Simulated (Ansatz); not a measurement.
# C4H6FNSi: the cost of one run

All numbers below are computed with Ansatz 0.2.0 (RKS B3LYP/STO-3G).

## 1. Starting point

Bond lengths: C1–C2 1.351 Å, C2–C3 1.310 Å, C3–F4 1.254 Å, C3–C5 1.470 Å, C5–N6 1.476 Å, C5–Si7 1.859 Å, N6–Si7 1.709 Å, C1–H8 1.036 Å, C1–H9 1.044 Å, C5–H10 1.111 Å, N6–H11 1.017 Å, Si7–H12 1.476 Å, Si7–H13 1.425 Å. Angles (14 of 22 angles, heavy atoms first): C1–C2–C3 179.8°, C2–C3–F4 122.2°, C2–C3–C5 117.8°, F4–C3–C5 120.0°, C3–C5–N6 119.5°, C3–C5–Si7 117.6°, N6–C5–Si7 60.4°, C5–N6–Si7 71.0°, C5–Si7–N6 48.7°, C2–C1–H8 120.0°, C2–C1–H9 115.6°, C3–C5–H10 118.0°, N6–C5–H10 113.9°, Si7–C5–H10 114.8°.

Coordinates:

```xyz
13

C    -0.0642   -2.8884   -0.2565
C    -0.4434   -1.6028   -0.0858
C    -0.8072   -0.3555    0.0837
F    -1.9443    0.0596   -0.2433
C     0.1699    0.5699    0.6754
N    -0.1528    2.0078    0.7661
Si    1.0130    1.7741   -0.4619
H     0.4813   -3.3699    0.4809
H    -0.4242   -3.3545   -1.1190
H     0.8018    0.1974    1.5100
H    -1.0747    2.1820    0.3729
H     0.3065    2.2382   -1.6716
H     2.1586    2.5071   -0.0360
```

## 2. Relaxing the start

input.yaml reads:

```yaml
crystal:
  periodic: [false, false, false]
  atoms:
    - { symbol: C, position_ang: [-0.0642, -2.8884, -0.2565] }
    - { symbol: C, position_ang: [-0.4434, -1.6028, -0.0858] }
    - { symbol: C, position_ang: [-0.8072, -0.3555, 0.0837] }
    - { symbol: F, position_ang: [-1.9443, 0.0596, -0.2433] }
    - { symbol: C, position_ang: [0.1699, 0.5699, 0.6754] }
    - { symbol: "N", position_ang: [-0.1528, 2.0078, 0.7661] }
    - { symbol: Si, position_ang: [1.013, 1.7741, -0.4619] }
    - { symbol: H, position_ang: [0.4813, -3.3699, 0.4809] }
    - { symbol: H, position_ang: [-0.4242, -3.3545, -1.119] }
    - { symbol: H, position_ang: [0.8018, 0.1974, 1.51] }
    - { symbol: H, position_ang: [-1.0747, 2.182, 0.3729] }
    - { symbol: H, position_ang: [0.3065, 2.2382, -1.6716] }
    - { symbol: H, position_ang: [2.1586, 2.5071, -0.036] }
basis:
  gaussian: { orbitals: STO-3G }
hamiltonian:
  xc: b3lyp
relax:
  f_tol: 0.02
  max_steps: 40
scf:
  lower_state_search: "off"
output:
  orbitals: {}
```

Launch:

```console
$ ansatz run input.yaml --threads 1 --pin off --max-ram 2048MiB --backend cpu --events-out ev --progress --plain --runs-dir out
```

What time and memory should one allow on 1 thread of Arm Neoverse V1, shared host?

About 59 s, with a peak of 0.14 GiB.
